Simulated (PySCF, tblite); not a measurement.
# C3H12B2N2: a rotation path, then NMR shifts on frames, part 1 of 2

Aim: move C3H12B2N2 (`C=CC[NH+]1[BH2-][NH2+][BH2-]1`) away from its starting geometry and see how NMR shifts follow the geometry.

The runs use tblite 0.8.0 and PySCF 2.14.0, with density-fitted response routines of our own; the level of theory stands in each step. All values are computed, except where a source is named. Atoms count from 0, in the outputs and in this text.

### Step 1. Starting geometry

19 atoms, charge 0, multiplicity 1; geometry from: GFN2-xTB.

Bonds of the start (Å): C0–C1 1.32, C1–C2 1.50, C2–N3 1.46, N3–B4 1.59, B4–N5 1.59, N5–B6 1.59, B6–N3 1.59, C0–H7 1.08, C0–H8 1.08, C1–H9 1.08, C2–H10 1.10, C2–H11 1.09, N3–H12 1.01, B4–H13 1.19, B4–H14 1.19, N5–H15 1.01, N5–H16 1.01, B6–H17 1.19, B6–H18 1.19.

### Step 2. The rotation path with GFN2-xTB

The job: settings as JSON, then the geometry in Å.

```
{"job": {"kind": "neb", "xc": "GFN2-xTB", "basis": "xTB", "atoms": [1, 2, 3, 4], "turn": 120}, "charge": 0, "multiplicity": 1}
C     -3.224927    -0.320860    -0.196098
C     -2.040646     0.242127    -0.344374
C     -0.807795    -0.480333    -0.792702
N      0.306700    -0.253223     0.124574
B      1.722607    -0.884938    -0.231594
N      2.439981     0.524786    -0.106040
B      1.012870     1.171790     0.155459
H     -3.386056    -1.366735    -0.403978
H     -4.087616     0.237182     0.125459
H     -1.890874     1.291624    -0.130209
H     -1.006736    -1.554578    -0.880998
H     -0.505084    -0.107264    -1.775720
H      0.003141    -0.532309     1.050120
H      1.750097    -1.293967    -1.345098
H      2.091440    -1.656900     0.593788
H      3.087888     0.602505     0.666511
H      2.911157     0.843884    -0.941857
H      0.940881     1.689880     1.223547
H      0.673169     1.856578    -0.752761
```

Method: GFN2-xTB climbing-image nudged elastic band, gas phase.

Run with:

```bash
> OMP_NUM_THREADS=1 python probes_run.py task.json out
```

One launch serves the whole session: the jobs run in the order shown.

Standard output:

```text
image   E - E0 / eV
  0       0.0000
  1       0.0311
  2       0.1173
  3       0.2066
  4       0.2500
  5       0.2350
  6       0.1787
  7       0.1165
  8       0.0911
```

Run time: 2.8 s. Hardware: 1 thread of Arm Neoverse V2, shared host; peak memory 0.19 GiB.

The final band, with the dihedral C1–C2–N3–B4:

| image | dihedral (°) | energy (eV) | energy (kcal/mol) |
| --- | --- | --- | --- |
| 0 | -177 | 0.000 | 0.0 |
| 1 | -163 | 0.031 | 0.7 |
| 2 | -149 | 0.117 | 2.7 |
| 3 | -135 | 0.207 | 4.8 |
| 4 | -121 | 0.250 | 5.8 |
| 5 | -106 | 0.235 | 5.4 |
| 6 | -90 | 0.179 | 4.1 |
| 7 | -73 | 0.117 | 2.7 |
| 8 | -60 | 0.091 | 2.1 |

### Step 3. Shielding tensors: image 0, PBE0/pcSseg-1

The job: settings as JSON, then the geometry in Å.

```
{"job": {"kind": "nmr", "xc": "PBE0", "basis": "pcSseg-1", "pop": false}, "charge": 0, "multiplicity": 1}
C     -3.224900    -0.320900    -0.196100
C     -2.040600     0.242100    -0.344400
C     -0.807800    -0.480300    -0.792700
N      0.306700    -0.253200     0.124600
B      1.722600    -0.884900    -0.231600
N      2.440000     0.524800    -0.106000
B      1.012900     1.171800     0.155500
H     -3.386100    -1.366700    -0.404000
H     -4.087600     0.237200     0.125500
H     -1.890900     1.291600    -0.130200
H     -1.006700    -1.554600    -0.881000
H     -0.505100    -0.107300    -1.775700
H      0.003100    -0.532300     1.050100
H      1.750100    -1.294000    -1.345100
H      2.091400    -1.656900     0.593800
H      3.087900     0.602500     0.666500
H      2.911200     0.843900    -0.941900
H      0.940900     1.689900     1.223500
H      0.673200     1.856600    -0.752800
```

Level: GIAO PBE0/pcSseg-1 NMR shielding, non-relativistic, gas phase.

Standard output:

```text
coarse grid: 15000 points
cycle   1  E = -280.3319821496  dE =  7.443e-01  |g| = 4.181e-01  |ddm| = 3.656e+00
cycle   2  E = -280.3459705759  dE = -1.399e-02  |g| = 3.897e-01  |ddm| = 7.856e-01
cycle   3  E = -280.3848532851  dE = -3.888e-02  |g| = 5.917e-02  |ddm| = 3.739e-01
cycle   4  E = -280.3854864085  dE = -6.331e-04  |g| = 2.844e-02  |ddm| = 6.634e-02
cycle   5  E = -280.3856590865  dE = -1.727e-04  |g| = 5.058e-03  |ddm| = 2.094e-02
cycle   6  E = -280.3856627958  dE = -3.709e-06  |g| = 3.520e-03  |ddm| = 6.848e-03
cycle   7  E = -280.3856657906  dE = -2.995e-06  |g| = 2.930e-04  |ddm| = 2.580e-03
final grid: 142488 points
cycle   8  E = -280.4171933131  dE = -6.552e-05  |g| = 9.712e-03  |ddm| = 3.569e-02
cycle   9  E = -280.4171855411  dE =  7.772e-06  |g| = 1.162e-02  |ddm| = 1.903e-02
cycle  10  E = -280.4172167632  dE = -3.122e-05  |g| = 1.261e-03  |ddm| = 1.005e-02
cycle  11  E = -280.4172171115  dE = -3.483e-07  |g| = 2.211e-04  |ddm| = 9.529e-04
cycle  12  E = -280.4172171191  dE = -7.583e-09  |g| = 1.268e-04  |ddm| = 2.186e-04
cycle  13  E = -280.4172171229  dE = -3.830e-09  |g| = 2.386e-05  |ddm| = 1.093e-04
cycle  14  E = -280.4172171230  dE = -1.335e-10  |g| = 6.776e-06  |ddm| = 2.591e-05
converged SCF energy = -280.4172171230

GIAO shielding tensors (ppm)
atom      isotropic    diamagn.    paramagn.     s11        s22        s33       span
  0 C       63.992     252.663    -188.671    -48.983     79.635    161.323    210.307
  1 C       41.499     257.056    -215.558    -81.790     46.387    159.899    241.689
  2 C      125.389     244.887    -119.498    106.243    120.259    149.664     43.421
  3 N      224.236     322.356     -98.119    202.541    223.986    246.183     43.642
  4 B      112.582     191.169     -78.587     97.565    107.934    132.245     34.679
  5 N      247.029     318.707     -71.678    236.327    237.951    266.810     30.483
  6 B      112.183     192.117     -79.934     98.461    106.858    131.230     32.769
  7 H       26.258      30.577      -4.319     22.778     25.689     30.308      7.530
  8 H       26.338      28.340      -2.002     23.389     25.362     30.264      6.876
  9 H       25.443      32.375      -6.932     22.371     24.038     29.920      7.549
 10 H       28.548      31.983      -3.435     24.586     27.573     33.483      8.897
 11 H       28.176      31.033      -2.857     24.738     28.419     31.369      6.631
 12 H       29.955      35.794      -5.839     22.714     28.917     38.233     15.519
 13 H       28.617      31.345      -2.728     24.819     29.592     31.442      6.623
 14 H       28.347      31.155      -2.808     24.672     28.671     31.699      7.027
 15 H       29.965      29.781       0.184     23.594     25.955     40.346     16.752
 16 H       29.944      29.981      -0.037     23.191     26.550     40.093     16.902
 17 H       28.305      32.066      -3.761     24.518     28.971     31.428      6.910
 18 H       28.513      32.453      -3.940     24.435     30.099     31.003      6.568
```

Wall time 28 s (1 thread of Arm Neoverse V2, shared host); peak memory 0.82 GiB.

Shifts follow as δ = σ(reference) − σ, with reference shieldings (ppm) from runs at the same level and on the same kind of geometry: 1H TMS 31.72, 13C TMS 186.9, 15N NH3 267.7, 11B BF3·OEt2 100.1. The references are single molecules in the gas phase, so shifts against H2O, NH3, PH3, H3PO4 or CFCl3 are not on the usual liquid scales and can be off by tens of ppm. Each atom is listed at this fixed geometry, with no averaging over motion; a spectrum would average atoms that exchange fast.

| atoms | environment | σ (ppm) | δ (ppm) |
| --- | --- | --- | --- |
| C1 | alkene CH | 41.5 | 145.4 |
| C0 | terminal =CH2 carbon | 64.0 | 122.9 |
| C2 | allylic sp3 CH2 bonded to N | 125.4 | 61.5 |
| H9 | hydrogen on an alkene CH | 25.44 | 6.27 |
| H7 | hydrogen on a terminal =CH2 carbon | 26.26 | 5.46 |
| H8 | hydrogen on a terminal =CH2 carbon | 26.34 | 5.38 |
| H11 | hydrogen on an allylic sp3 CH2 bonded to N | 28.18 | 3.54 |
| H17 | hydrogen on a boron bonded to 2 N, in a 4-membered ring | 28.31 | 3.41 |
| H14 | hydrogen on a boron bonded to 2 N, in a 4-membered ring | 28.35 | 3.37 |
| H18 | hydrogen on a boron bonded to 2 N, in a 4-membered ring | 28.51 | 3.20 |
| H10 | hydrogen on an allylic sp3 CH2 bonded to N | 28.55 | 3.17 |
| H13 | hydrogen on a boron bonded to 2 N, in a 4-membered ring | 28.62 | 3.10 |
| H16 | hydrogen on a donor nitrogen of a Lewis adduct | 29.94 | 1.77 |
| H12 | hydrogen on a donor nitrogen of a Lewis adduct | 29.96 | 1.76 |
| H15 | hydrogen on a donor nitrogen of a Lewis adduct | 29.97 | 1.75 |
| N3 | donor nitrogen of a Lewis adduct | 224.2 | 43.5 |
| N5 | donor nitrogen of a Lewis adduct | 247.0 | 20.7 |
| B6 | boron bonded to 2 N, 2 H, in a 4-membered ring | 112.2 | -12.1 |
| B4 | boron bonded to 2 N, 2 H, in a 4-membered ring | 112.6 | -12.5 |

Ring of atoms N3, B4, N5, B6: NICS(0) -4.8, NICS(1) -0.3, NICS(1)zz 2.2 ppm (means of both faces).

### Step 4. Shielding tensors: image 2, PBE0/pcSseg-1

The job: settings as JSON, then the geometry in Å.

```
{"job": {"kind": "nmr", "xc": "PBE0", "basis": "pcSseg-1", "pop": false}, "charge": 0, "multiplicity": 1}
C     -3.186200    -0.065000    -0.234000
C     -1.937100     0.236300    -0.531600
C     -0.808700    -0.734800    -0.702400
N      0.347400    -0.428900     0.149600
B      1.809300    -0.803900    -0.364200
N      2.344300     0.665700    -0.101400
B      0.878500     1.064800     0.348000
H     -3.516600    -1.076300    -0.063700
H     -3.940300     0.700800    -0.159200
H     -1.659100     1.265600    -0.694000
H     -1.152700    -1.756300    -0.504800
H     -0.475500    -0.690000    -1.744500
H      0.169900    -0.834200     1.060100
H      1.811900    -1.064400    -1.522900
H      2.348300    -1.606800     0.326200
H      3.052500     0.748700     0.615500
H      2.672600     1.154800    -0.923100
H      0.825300     1.387600     1.491400
H      0.406600     1.845600    -0.406800
```

Level: GIAO PBE0/pcSseg-1 NMR shielding, non-relativistic, gas phase.

Standard output:

```text
coarse grid: 15000 points
cycle   1  E = -280.3264088184  dE =  7.407e-01  |g| = 4.203e-01  |ddm| = 3.665e+00
cycle   2  E = -280.3404850500  dE = -1.408e-02  |g| = 3.915e-01  |ddm| = 7.939e-01
cycle   3  E = -280.3798016770  dE = -3.932e-02  |g| = 5.692e-02  |ddm| = 3.788e-01
cycle   4  E = -280.3803949425  dE = -5.933e-04  |g| = 2.684e-02  |ddm| = 6.461e-02
cycle   5  E = -280.3805446179  dE = -1.497e-04  |g| = 3.897e-03  |ddm| = 1.841e-02
cycle   6  E = -280.3805468578  dE = -2.240e-06  |g| = 2.507e-03  |ddm| = 5.359e-03
final grid: 142488 points
cycle   7  E = -280.4129121568  dE = -6.114e-05  |g| = 1.104e-02  |ddm| = 3.890e-02
cycle   8  E = -280.4128893641  dE =  2.279e-05  |g| = 1.484e-02  |ddm| = 2.301e-02
cycle   9  E = -280.4129420029  dE = -5.264e-05  |g| = 2.048e-03  |ddm| = 1.315e-02
cycle  10  E = -280.4129430559  dE = -1.053e-06  |g| = 3.226e-04  |ddm| = 1.659e-03
cycle  11  E = -280.4129430759  dE = -1.999e-08  |g| = 1.435e-04  |ddm| = 2.902e-04
cycle  12  E = -280.4129430803  dE = -4.421e-09  |g| = 1.935e-05  |ddm| = 1.088e-04
cycle  13  E = -280.4129430804  dE = -8.242e-11  |g| = 5.952e-06  |ddm| = 2.464e-05
converged SCF energy = -280.4129430804

GIAO shielding tensors (ppm)
atom      isotropic    diamagn.    paramagn.     s11        s22        s33       span
  0 C       65.279     252.481    -187.202    -45.895     80.494    161.237    207.132
  1 C       41.284     256.870    -215.586    -82.158     44.286    161.725    243.883
  2 C      128.392     243.824    -115.432    105.045    126.929    153.201     48.156
  3 N      227.572     322.095     -94.523    209.136    220.494    253.086     43.951
  4 B      110.461     190.595     -80.134     95.961    104.867    130.555     34.593
  5 N      246.840     318.760     -71.920    235.864    237.473    267.182     31.318
  6 B      115.037     191.473     -76.436     99.569    112.043    133.498     33.930
  7 H       26.391      30.565      -4.174     22.986     25.856     30.331      7.345
  8 H       26.355      28.550      -2.195     23.506     25.244     30.315      6.808
  9 H       24.878      32.574      -7.696     21.877     22.803     29.954      8.077
 10 H       28.500      31.429      -2.929     24.425     27.430     33.646      9.221
 11 H       28.180      30.483      -2.304     24.121     28.728     31.691      7.570
 12 H       29.505      35.207      -5.702     21.479     28.512     38.526     17.047
 13 H       28.547      31.123      -2.577     24.774     29.581     31.285      6.511
 14 H       28.250      30.759      -2.509     24.619     28.586     31.545      6.925
 15 H       30.030      29.668       0.362     23.629     26.031     40.430     16.801
 16 H       29.859      30.308      -0.449     23.147     26.520     39.911     16.764
 17 H       28.507      32.105      -3.599     24.780     28.990     31.750      6.970
 18 H       28.260      32.695      -4.434     23.721     30.312     30.747      7.026
```

Run time: 24 s. Hardware: 1 thread of Arm Neoverse V2, shared host; peak memory 0.84 GiB.

In short: δ C1 145.6, C0 121.6, C2 58.5, N3 40.2, H9 6.84, H8 5.36 ppm.

(Continued in part 2 of 2.)
